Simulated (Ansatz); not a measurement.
# NaGe+ (triplet): B3LYP, CAM-B3LYP over a scan of the distance Ge1–Na2, aug-cc-pVTZ

How well do these functionals follow the top wave-function level for NaGe+ (triplet) over a scan of the distance Ge1–Na2?

The runs use Ansatz 0.2.0, Gaussian basis; aug-cc-pVTZ, all electrons in the functionals.

Plan: B3LYP, CAM-B3LYP, at 2.626 Å; 2.882 Å; 3.212 Å; 3.504 Å; 3.956 Å; 4.358 Å; 5.112 Å; 5.963 Å; 7.110 Å; 8.521 Å; 10.946 Å.

53 further runs of the same task are left out: 29 for a known fault of the program, 18 that didn't finish, 6 set aside as unsound or not needed.

### 1 What is computed

The geometry derives from a PBE0/def2-TZVP stationary point (not a proven minimum). One bond is set to the value named and the two fragments are kept rigid. No spin-orbit coupling is included. The filled d shell of Ge may be among the frozen orbitals whatever the setting's name suggests; the logs give the count.

2 atoms, charge 1, spin multiplicity 3.

Atoms are counted from 1 here; the program's logs count them from 0.

No contacts short enough for the rule that draws bonds.

No dispersion term is added. B3LYP takes the VWN-RPA correlation.

The geometry shown and the zero of energy belong to the point 3.212 Å. The yardstick, FCI, and other wave-function levels (R restricted, U unrestricted, valence and pair active spaces) come from earlier runs.

### 2 B3LYP, 2.626 Å

in.yaml

```yaml
crystal:
  periodic: [false, false, false]
  atoms:
    - {symbol: Ge, position_ang: [0.000000, 0.000000, 0.000000]}
    - {symbol: Na, position_ang: [0.000000, 0.000000, 2.626000]}
basis:
  gaussian: {orbitals: aug-cc-pVTZ}
total_charge: 1
magnetization: {spin_polarized: true, initial_magnetization: 2}
hamiltonian: {xc: {name: B3LYP}}
```

On the command line:

```
ansatz run in.yaml --threads 1 --pin off --events-out ev --progress --plain --max-ram 2393MiB
```

The runs that follow: B3LYP, 2.882 Å; B3LYP, 3.212 Å; B3LYP, 3.504 Å; B3LYP, 3.956 Å; B3LYP, 4.358 Å; B3LYP, 5.112 Å; B3LYP, 5.963 Å; B3LYP, 7.110 Å; B3LYP, 8.521 Å; B3LYP, 10.946 Å; CAM-B3LYP, 2.626 Å; CAM-B3LYP, 2.882 Å; CAM-B3LYP, 3.212 Å; CAM-B3LYP, 3.504 Å; CAM-B3LYP, 3.956 Å; CAM-B3LYP, 4.358 Å; CAM-B3LYP, 5.112 Å; CAM-B3LYP, 5.963 Å; CAM-B3LYP, 7.110 Å; CAM-B3LYP, 8.521 Å; CAM-B3LYP, 10.946 Å.

Before running them: what should the planned runs give, taken together? Wanted: span of the FCI curve; largest miss, B3LYP; largest miss, CAM-B3LYP.

As calculated:

```
               quantity                 value
  span of the FCI curve              0.465 eV
    largest miss, B3LYP   +0.084 eV (7.110 Å)
largest miss, CAM-B3LYP  +0.112 eV (10.946 Å)
```

Of the functionals, B3LYP keep the smallest largest miss at the points compared (at most 0.084 eV) and CAM-B3LYP strays most (0.112 eV, at 10.946 Å). Functionals and the yardstick converge differently with the basis, so part of each miss in aug-cc-pVTZ is the basis.
